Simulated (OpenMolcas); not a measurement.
**A workflow on B**

Aim: a series of 9 runs (ROHF/def2-TZVP, CASSCF(3,4)/def2-TZVP, CASPT2(3,4)/def2-TZVP, CASPT2[IPEA 0](3,4)/def2-TZVP, SC-NEVPT2(3,4)/def2-TZVP, PC-NEVPT2(3,4)/def2-TZVP, MC-PDFT[tPBE](3,4)/def2-TZVP, MC-PDFT[ftPBE](3,4)/def2-TZVP, and more) of B. 

The results are computed with OpenMolcas 26.06.

52 further runs of the same task are left out: 52 set aside as unsound or not needed.

## (1) The energy at ROHF/def2-TZVP (run 1)

step1.input reads:

```
&gateway
baslib=$CurrDir
coord
1
angstrom
B        0.000000       0.000000       0.000000
basis=def2-TZVP
group=NoSym
&seward
&scf
uhf
spin=2
prorbitals=1 1
&rasscf
fileorb=$Project.UnaOrb
spin=2
nactel=1 0 0
inactive=2
ras2=1
outorbitals=Canonical
orblisting=Few
```

The basis set def2-TZVP is read from a file made from the Basis Set Exchange's data (not shown).

On the command line:

```
$ export MOLCAS_MEM=1860
$ pymolcas step1.input > step1.log
```

Standard output (excerpt; [...] marks lines left out):

```text
--- Start Module: gateway ---
[...]
--- Stop Module: gateway /rc=_RC_ALL_IS_WELL_ ---
[...]
      Basis functions           31
[...]
--- Start Module: scf ---
[...]
       Convergence after   8 Iterations
[...]
::    Total SCF energy                                -24.5323327659
[...]
      Total spin, S                                     0.5053399173
[...]
--- Stop Module: scf /rc=_RC_ALL_IS_WELL_ ---
--- Start Module: rasscf ---
[...]
      Number of active orbitals                  1
[...]
      Spin quantum number                      0.5
[...]
      Active orbitals                            1
[...]
      Number of CSFs                             1
[...]
      Number of root(s) required                 1
[...]
      Convergence after  8 iterations
[...]
      printout of CI-coefficients larger than  0.05 for root  1
      energy=     -24.528390
      conf/sym  1     Coeff  Weight
             1  u   1.00000 1.00000
      Natural orbitals and occupation numbers for root  1
      sym 1:   1.000000
      ************************************************************************************************************************
      *                                                    Final results                                                     *
[...]
::    RASSCF root number  1 Total energy:    -24.52839039
[...]
      Total electronic charge=    5.000000
      Total            charge=   -0.000000
[...]
      Dipole Moment (debye):
      Origin of the operator (angstrom)=    0.0000    0.0000    0.0000
                   X= -2.6917E-16               Y= -2.0434E-16               Z=  1.9775E-16           Total=  3.9155E-16
      Quadrupole Moment (debye*angstrom):
[...]
--- Stop Module: rasscf /rc=_RC_ALL_IS_WELL_ ---
[...]
```

Wall time 3.6 s (1 thread of Intel Xeon Platinum 8259CL at 2.50GHz (Skylake/Cascade Lake), shared host); peak memory 0.37 GiB.

## (2) The B atom: a single-point energy at CASSCF(3,4)/def2-TZVP (run 2)

step2.input reads:

```
* B CASSCF
&GATEWAY
BasLib=$CurrDir
Coord
1
angstrom
B        0.000000       0.000000       0.000000
Basis=def2-TZVP
Group=NoSym
&SEWARD
&RASSCF
FileOrb=$CurrDir/step1.RasOrb
Spin=2
Nactel=3 0 0
Inactive=1
Ras2=4
OrbListing=Few
OrbAppear=Compact
```

The basis set def2-TZVP is read from a file made from the Basis Set Exchange's data (not shown).

On the command line:

```
$ export MOLCAS_MEM=1860
$ pymolcas step2.input > step2.log
```

Standard output (excerpt; [...] marks lines left out):

```text
--- Start Module: gateway ---
[...]
--- Stop Module: gateway /rc=_RC_ALL_IS_WELL_ ---
--- Start Module: seward ---
[...]
      Basis functions           31
--- Stop Module: seward /rc=_RC_ALL_IS_WELL_ ---
[...]
--- Start Module: rasscf ---
[...]
      Number of active orbitals                  4
[...]
      Spin quantum number                      0.5
[...]
      Active orbitals                            4
[...]
      Number of CSFs                            20
[...]
      Number of root(s) required                 1
[...]
      Convergence after 11 iterations
[...]
      printout of CI-coefficients larger than  0.05 for root  1
      energy=     -24.562603
      conf/sym  1111     Coeff  Weight
             1  2u00  -0.97195 0.94468
            15  0u20  -0.16631 0.02766
            18  0u02  -0.16631 0.02766
      Natural orbitals and occupation numbers for root  1
      sym 1:   1.889368   1.000000   0.055316   0.055316
      ************************************************************************************************************************
      *                                                    Final results                                                     *
[...]
::    RASSCF root number  1 Total energy:    -24.56260344
[...]
      Total electronic charge=    5.000000
      Total            charge=   -0.000000
[...]
      Dipole Moment (debye):
      Origin of the operator (angstrom)=    0.0000    0.0000    0.0000
                   X=  2.5255E-14               Y= -2.5429E-14               Z= -1.4392E-14           Total=  3.8621E-14
      Quadrupole Moment (debye*angstrom):
[...]
--- Stop Module: rasscf /rc=_RC_ALL_IS_WELL_ ---
[...]
```

It took 2.7 s on 1 thread of Intel Xeon Platinum 8259CL at 2.50GHz (Skylake/Cascade Lake), shared host; peak memory 0.37 GiB.

## (3) The B atom: a single-point energy at CASPT2(3,4)/def2-TZVP (run 3)

step3.input reads:

```
* B CASPT2

&GATEWAY
  BasLib=$CurrDir
  Coord
  1
  angstrom
  B        0.000000       0.000000       0.000000
  Basis=def2-TZVP
  Group=NoSym

&SEWARD

&RASSCF
  FileOrb=$CurrDir/step2.RasOrb
  Spin=2
  Nactel=3 0 0
  Inactive=1
  Ras2=4
  OrbListing=Few
  OrbAppear=Compact

&CASPT2
  IPEA=0.25
  Imaginary=0.1
  Frozen=1
```

The basis set def2-TZVP is read from a file made from the Basis Set Exchange's data (not shown).

Run the same way, it converges to -24.58941 Eh (log not shown).

Runs 4 to 8 aren't shown in full; the table further down has their settings and results.

## (4) The B atom: the energy at MRCI(3,4)/def2-TZVP (run 9)

step9.input reads:

```
* B MRCI
&GATEWAY
BasLib
$CurrDir
Coord
1
angstrom
B        0.000000       0.000000       0.000000
Basis
def2-TZVP
Group
NoSym
&SEWARD
&RASSCF
FileOrb
$CurrDir/step2.RasOrb
Spin
2
Nactel
3 0 0
Inactive
1
Ras2
4
OrbListing
Few
OrbAppear
Compact
&MOTRA
LumOrb
Frozen
1
&GUGA
Electrons
3
Spin
2
Inactive
0
Active
4
CIAll
1
&MRCI
SDCI
```

The basis set def2-TZVP is read from a file made from the Basis Set Exchange's data (not shown).

Run the same way, it converges to -24.59829 Eh (log not shown).

## (5) All runs side by side

| run | level | active rule | inactive | energy (Eh) | dipole moment (D) of the reference | wall time |
| --- | --- | --- | --- | --- | --- | --- |
| 1 | ROHF/def2-TZVP | – | – | -24.528390 | 0.00 | 3.6 s |
| 2 | CASSCF(3,4)/def2-TZVP | full valence | 1 | -24.562603 | 0.00 | 2.7 s |
| 3 | CASPT2(3,4)/def2-TZVP | full valence | 1 | -24.589407 | 0.00 | 2.3 s |
| 4 | CASPT2[IPEA 0](3,4)/def2-TZVP | full valence | 1 | -24.593466 | 0.00 | 2.5 s |
| 5 | SC-NEVPT2(3,4)/def2-TZVP | full valence | 1 | -24.589565 | 0.00 | 2.4 s |
| 6 | PC-NEVPT2(3,4)/def2-TZVP | full valence | 1 | -24.589654 | 0.00 | 2.4 s |
| 7 | MC-PDFT[tPBE](3,4)/def2-TZVP | full valence | 1 | -24.612463 | 0.00 | 2.9 s |
| 8 | MC-PDFT[ftPBE](3,4)/def2-TZVP | full valence | 1 | -24.622341 | 0.00 | 3.3 s |
| 9 | MRCI(3,4)/def2-TZVP | full valence | 1 | -24.598293 | 0.00 | 2.8 s |

## (6) Results

| quantity | value |
| --- | --- |
| B atom, run 9: total energy | -24.59829 Eh |
| B atom, run 9: dipole moment (CASSCF density) | 0.00 D |

**Reading.** Below the ROHF energy at the same shape and in the same basis (def2-TZVP): CASSCF(3,4) -34.2 mEh; CASPT2(3,4) -61.0 mEh; CASPT2[IPEA 0](3,4) -65.1 mEh; SC-NEVPT2(3,4) -61.2 mEh; PC-NEVPT2(3,4) -61.3 mEh; MRCI(3,4) -69.9 mEh. Active-space methods hold only the correlation inside their space unless a perturbation or CI step follows. All runs together took 25 s, the longest 3.6 s.
